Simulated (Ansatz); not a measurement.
# Ga₂H₂+ (doublet): the correlation ladder, cc-pVTZ

An exercise on one series of results from a longer session: the logs are not shown, and one member is left open.

Computed with Ansatz 0.2.0, Gaussian basis. Level: cc-pVTZ, core rule «outside noble gas», up to 28 orbitals frozen.

To be run: UHF; CCSD(T) on ROHF; CCSD(T) on UHF; BCCD(T) on ROHF; CCSDT(Q) on ROHF; CCSDT(Q) on UHF.

16 further runs of the same task are left out: 10 for a known fault of the program, 6 set aside as unsound or not needed.

### What is computed

The geometry is a PBE0/def2-TZVP stationary point (not a proven minimum) of the parent state, kept for this charge and spin. No spin-orbit coupling is included. The filled d shell of Ga may be among the frozen orbitals whatever the setting's name suggests; the logs give the count.

4 atoms, charge 1, spin multiplicity 2.

Atoms are counted from 1 here; the program's logs count them from 0.

Bond lengths: Ga1–Ga2 2.482 Å, Ga1–H3 1.564 Å, Ga1–H4 1.564 Å. Angles: Ga2–Ga1–H3 114.7°, Ga2–Ga1–H4 114.7°, H3–Ga1–H4 130.7°.

Set-up of the first run:

Contents of in.yaml:

```yaml
crystal:
  periodic: [false, false, false]
  atoms:
    - {symbol: Ga, position_ang: [0.000000, 0.000000, -1.214166]}
    - {symbol: Ga, position_ang: [0.000000, 0.000000, 1.268134]}
    - {symbol: H, position_ang: [0.000000, 1.421600, -1.866566]}
    - {symbol: H, position_ang: [0.000000, -1.421600, -1.866566]}
basis:
  gaussian: {orbitals: cc-pVTZ}
total_charge: 1
magnetization: {spin_polarized: true, initial_magnetization: 1}
hamiltonian: {xc: hf}
output: {orbitals: {seedname: orbitals}}
```

On the command line:

```
$ ansatz run in.yaml --threads 1 --pin off --events-out ev --progress --plain --max-ram 4096MiB --backend cpu
```

Steps of the session up to this table: UHF; CCSD(T) on ROHF; CCSD(T) on UHF; BCCD(T) on ROHF; CCSDT(Q) on ROHF; CCSDT(Q) on UHF.

One table of the session follows, with a row left open; its other results are not shown here.

| method | from UCCSDT(Q) (kJ/mol) |
| --- | --- |
| ROHF | ? |
| UHF | +343.5 |
| RMP2 | +83.8 |
| UMP2 | +83.3 |
| RCCSD | +11.0 |
| UCCSD | +9.7 |
| RCCSD(T) | +3.0 |
| UCCSD(T) | +2.2 |
| BCCD(T) | +3.0 |
| RCCSDT | +1.1 |
| UCCSDT | +0.2 |
| RCCSDT(Q) | +0.8 |
| UCCSDT(Q) | 0 |

Estimate the missing values for ROHF.

As computed: from UCCSDT(Q) (kJ/mol): +356.7. In the column «from UCCSDT(Q) (kJ/mol)» it is the highest.

Limits of these values: Restricted and unrestricted rows rest on different reference determinants; where their highest levels disagree by more than a few hundredths of an eV, they describe different states and don't form one ladder.
